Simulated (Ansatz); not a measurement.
# Si: an axial (c/a) deformation path

Aim: for Si, look for other minima along an axial (c/a) path.

Computed with Ansatz 0.2.0 (DFT r2SCAN, scalar-relativistic, plane waves, PAW, unless a step's input says otherwise).

## Step 1: The system as given

It takes space group P6_3/mmc (No. 194, hexagonal). Conventional cell: a = 3.831 Å, b = 3.831 Å, c = 6.333 Å, α = 90.00°, β = 90.00°, γ = 120.00°. Si (site symmetry 3m) has 4 Si at 2.35 to 2.37 Å in its first shell of neighbours.

Coordinates:

```
Si
1.0
     3.83132    0.00000    0.00000
    -1.91566    3.31802    0.00000
     0.00000    0.00000    6.33262
Si
4
Direct
  0.33333 0.66667 0.06301
  0.66667 0.33333 0.56301
  0.33333 0.66667 0.43699
  0.66667 0.33333 0.93699
```

It goes back to an entry of the Materials Project, which need not be the stable form.

No relaxation comes first: the listed cell is the starting point.

## Step 2: Setting up an axial (c/a) deformation path

At fixed volume and fractional coordinates, lengths along (0.000, 0.000, 1.000) are scaled against those across it; ρ is that ratio over its starting value.

## Step 3: At ρ = 0.850

input.yaml reads:

```yaml
crystal:
  lattice:
    - [4.0445961451, 0.0, 0.0]
    - [-2.0222980726, 3.5027230097, 0.0]
    - [0.0, 0.0, 5.6823700921]
  atoms:
    - { symbol: Si, position: [0.3333333333, 0.6666666667, 0.0630095] }
    - { symbol: Si, position: [0.6666666667, 0.3333333333, 0.5630095] }
    - { symbol: Si, position: [0.3333333333, 0.6666666667, 0.4369905] }
    - { symbol: Si, position: [0.6666666667, 0.3333333333, 0.9369905] }
basis:
  ecutwfc: 500
kpoints:
  mp_grid: { grid: [12, 12, 6] }
hamiltonian:
  xc: r2scan
scf:
  occupations: { method: gaussian, width: 0.05 }
output:
  forces: true
  stress: true
  eigenvalues: true
```

The run is started by

```console
ansatz run input.yaml --threads 1 --pin off --max-ram 2560MiB --backend cpu --events-out ev --progress --plain --runs-dir out
```

## Step 4: Point ρ = 1.200

input.yaml, as its differences from that of step 3:

```diff
@@ -2,5 +2,5 @@
   lattice:
-    - [4.0445961451, 0.0, 0.0]
-    - [-2.0222980726, 3.5027230097, 0.0]
-    - [0.0, 0.0, 5.6823700921]
+    - [3.6054077684, 0.0, 0.0]
+    - [-1.8027038842, 3.1223747185, 0.0]
+    - [0.0, 0.0, 7.1510705514]
   atoms:
@@ -22 +22,5 @@
   eigenvalues: true
+  write_density: true
+  write_potential: true
+  elf: true
+  volumetric_format: npy
```

## Step 5: At ρ = 0.920

input.yaml, as its differences from that of step 4:

```diff
@@ -2,5 +2,5 @@
   lattice:
-    - [3.6054077684, 0.0, 0.0]
-    - [-1.8027038842, 3.1223747185, 0.0]
-    - [0.0, 0.0, 7.1510705514]
+    - [3.9392982494, 0.0, 0.0]
+    - [-1.9696491247, 3.4115323571, 0.0]
+    - [0.0, 0.0, 5.9902109536]
   atoms:
@@ -22,5 +22 @@
   eigenvalues: true
-  write_density: true
-  write_potential: true
-  elf: true
-  volumetric_format: npy
```

## Step 6: At ρ = 1.100

input.yaml, as its differences from that of step 5:

```diff
@@ -2,5 +2,5 @@
   lattice:
-    - [3.9392982494, 0.0, 0.0]
-    - [-1.9696491247, 3.4115323571, 0.0]
-    - [0.0, 0.0, 5.9902109536]
+    - [3.7115095052, 0.0, 0.0]
+    - [-1.8557547526, 3.2142615179, 0.0]
+    - [0.0, 0.0, 6.748056168]
   atoms:
```

## Step 7: At ρ = 0.960

input.yaml, as its differences from that of step 6:

```diff
@@ -2,5 +2,5 @@
   lattice:
-    - [3.7115095052, 0.0, 0.0]
-    - [-1.8557547526, 3.2142615179, 0.0]
-    - [0.0, 0.0, 6.748056168]
+    - [3.883807784, 0.0, 0.0]
+    - [-1.941903892, 3.3634762044, 0.0]
+    - [0.0, 0.0, 6.1626057867]
   atoms:
```

## Step 8: At ρ = 1.050

input.yaml, as its differences from that of step 7:

```diff
@@ -2,5 +2,5 @@
   lattice:
-    - [3.883807784, 0.0, 0.0]
-    - [-1.941903892, 3.3634762044, 0.0]
-    - [0.0, 0.0, 6.1626057867]
+    - [3.7695112097, 0.0, 0.0]
+    - [-1.8847556049, 3.2644924674, 0.0]
+    - [0.0, 0.0, 6.5419883253]
   atoms:
```

## Step 9: ρ = 0.800

input.yaml, as its differences from that of step 8:

```diff
@@ -2,5 +2,5 @@
   lattice:
-    - [3.7695112097, 0.0, 0.0]
-    - [-1.8847556049, 3.2644924674, 0.0]
-    - [0.0, 0.0, 6.5419883253]
+    - [4.1271616227, 0.0, 0.0]
+    - [-2.0635808114, 3.5742268108, 0.0]
+    - [0.0, 0.0, 5.4572882064]
   atoms:
```

## Step 10: ρ = 1.300

input.yaml, as its differences from that of step 9:

```diff
@@ -2,5 +2,5 @@
   lattice:
-    - [4.1271616227, 0.0, 0.0]
-    - [-2.0635808114, 3.5742268108, 0.0]
-    - [0.0, 0.0, 5.4572882064]
+    - [3.5104841895, 0.0, 0.0]
+    - [-1.7552420948, 3.0401684877, 0.0]
+    - [0.0, 0.0, 7.5430293967]
   atoms:
```

(Steps that only read results are left out.)

Before running it: what results should come out? Wanted: highest point.

**Answer**, as computed:

```
     quantity                        value
highest point  597.6 meV/atom at ρ = 0.800
```

What this shows: No sampled point lies below the undisturbed cell. No sampled point inside the path is a dip, apart from those named. The gap on the mesh, 0.60 eV at the start, reads zero at ρ = 0.800.
